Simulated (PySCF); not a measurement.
# Hf(SH)4: other functionals and bases at one geometry

How far do other levels of theory move the description of Hf(SH)4, and what does each cost? It is a constructed species; whether it can be made isn't addressed.

The runs use PySCF 2.14.0; several levels, as the steps say, no spin–orbit coupling.

1 further run of the same task is left out (for a known fault of the program).

**1. Where the work starts**

9 atoms, charge 0, spin multiplicity 1.

Bond lengths: Hf1–S2 2.431 Å, Hf1–S4 2.431 Å, Hf1–S6 2.431 Å, Hf1–S8 2.431 Å, S2–H3 1.357 Å, S4–H5 1.357 Å, S6–H7 1.357 Å, S8–H9 1.357 Å. Angles: S2–Hf1–S4 110.6°, S2–Hf1–S6 108.9°, S2–Hf1–S8 108.9°, S4–Hf1–S6 108.9°, S4–Hf1–S8 108.9°, S6–Hf1–S8 110.7°, Hf1–S2–H3 90.9°, Hf1–S4–H5 90.9°, Hf1–S6–H7 90.9°, Hf1–S8–H9 90.9°.

As a file:

```xyz
9
charge 0, multiplicity 1
Hf    0.0000    0.0000    0.0000
S     1.3422    1.4820    1.3832
H     1.7792    0.4314    2.1232
S    -1.3422   -1.4820    1.3832
H    -1.7792   -0.4314    2.1232
S     1.4820   -1.3422   -1.3831
H     0.4313   -1.7791   -2.1233
S    -1.4820    1.3422   -1.3831
H    -0.4313    1.7791   -2.1233
```

Formal oxidation states: Hf +4. An earlier session relaxed this geometry at PBE0, Hf def2-SVP with ECP60, S def2-SVP, H def2-SVP (singlet, point group S4).

At PBE0 on the finer grid: E = -1642.314049 Eh, HOMO -7.86 eV, LUMO -2.23 eV, Mulliken charge on Hf1 +0.64 e, largest force component 0.006 eV/Å. 

Levels to run: revPBE; B3LYP; PBE0, TZVP. Hardware: 2 threads of Arm Neoverse V2, shared host.

**2. revPBE**

Contents of run.py (the lines that set the calculation):

```python
mol = gto.M(atom='''
Hf     0.00000     0.00000     0.00002
S      1.34218     1.48196     1.38321
H      1.77919     0.43136     2.12324
S     -1.34218    -1.48196     1.38321
H     -1.77919    -0.43136     2.12324
S      1.48197    -1.34219    -1.38314
H      0.43131    -1.77913    -2.12332
S     -1.48197     1.34219    -1.38314
H     -0.43131     1.77913    -2.12332''',
    basis={'Hf': 'def2-SVP', 'S': 'def2-SVP', 'H': 'def2-SVP'},
    ecp={'Hf': 'def2-SVP'},
    charge=0, spin=0)
mf = dft.RKS(mol, xc='PBE_R,PBE')
mf.grids.atom_grid = (75, 302)
mf = mf.density_fit()  # fitting sets: Hf def2-universal-JKFIT, S def2-universal-JKFIT, H def2-universal-JKFIT
mf.conv_tol = 1e-08; mf.max_cycle = 55
mf.kernel(dm0)  # dm0: the density of the relaxed state
```

Launch:

```
OMP_NUM_THREADS=2 python run.py
```

**3. B3LYP**

Edit run.py (the lines that set the calculation) of step 2 so:

```diff
@@ -13,3 +13,3 @@
     charge=0, spin=0)
-mf = dft.RKS(mol, xc='PBE_R,PBE')
+mf = dft.RKS(mol, xc='B3LYP')
 mf.grids.atom_grid = (75, 302)
```

**4. PBE0, TZVP**

Basis: Hf def2-TZVP with ECP60, S def2-TZVP, H def2-TZVP. 

Edit run.py (the lines that set the calculation) of step 3 so:

```diff
@@ -10,6 +10,6 @@
 H     -0.43131     1.77913    -2.12332''',
-    basis={'Hf': 'def2-SVP', 'S': 'def2-SVP', 'H': 'def2-SVP'},
-    ecp={'Hf': 'def2-SVP'},
+    basis={'Hf': 'def2-TZVP', 'S': 'def2-TZVP', 'H': 'def2-TZVP'},
+    ecp={'Hf': 'def2-TZVP'},
     charge=0, spin=0)
-mf = dft.RKS(mol, xc='B3LYP')
+mf = dft.RKS(mol, xc='PBE0')
 mf.grids.atom_grid = (75, 302)
@@ -17,2 +17,2 @@
 mf.conv_tol = 1e-08; mf.max_cycle = 55
-mf.kernel(dm0)  # dm0: the density of the relaxed state
+mf.kernel(dm0)  # dm0: free metal ions and neutral atoms
```

**Question.** What will these runs give? Wanted: for each run, HOMO; gap; charge on Hf1; dipole; largest force.

As calculated:

| level | state | HOMO (eV) | gap (eV) | charge on Hf1 (e) | dipole (D) | largest force (eV/Å) | basis functions | time |
| --- | --- | --- | --- | --- | --- | --- | --- | --- |
| PBE0 (relaxed here) | singlet | -7.86 | 5.63 | 0.64 | 0.00 | 0.01 | 124 | 30 s |
| revPBE | singlet | -6.61 | 3.69 | 0.54 | 0.00 | 0.42 | 124 | 8.4 s |
| B3LYP | singlet | -7.53 | 5.20 | 0.59 | 0.00 | 0.19 | 124 | 8.6 s |
| PBE0, TZVP | singlet | -7.87 | 5.65 | 0.95 | 0.00 | 0.16 | 212 | 24 s |

Times are on 2 threads of Arm Neoverse V2, shared host; the first row also made further properties.

In one basis the HOMO–LUMO gap runs from 3.69 eV (revPBE) to 5.63 eV (PBE0). The largest leftover force, 0.42 eV/Å with revPBE, stands at a geometry relaxed at another level. The Mulliken charge on Hf spans +0.54 to +0.95 e over the levels. Total energies of different levels can't be compared. Spin–orbit coupling is left out throughout.
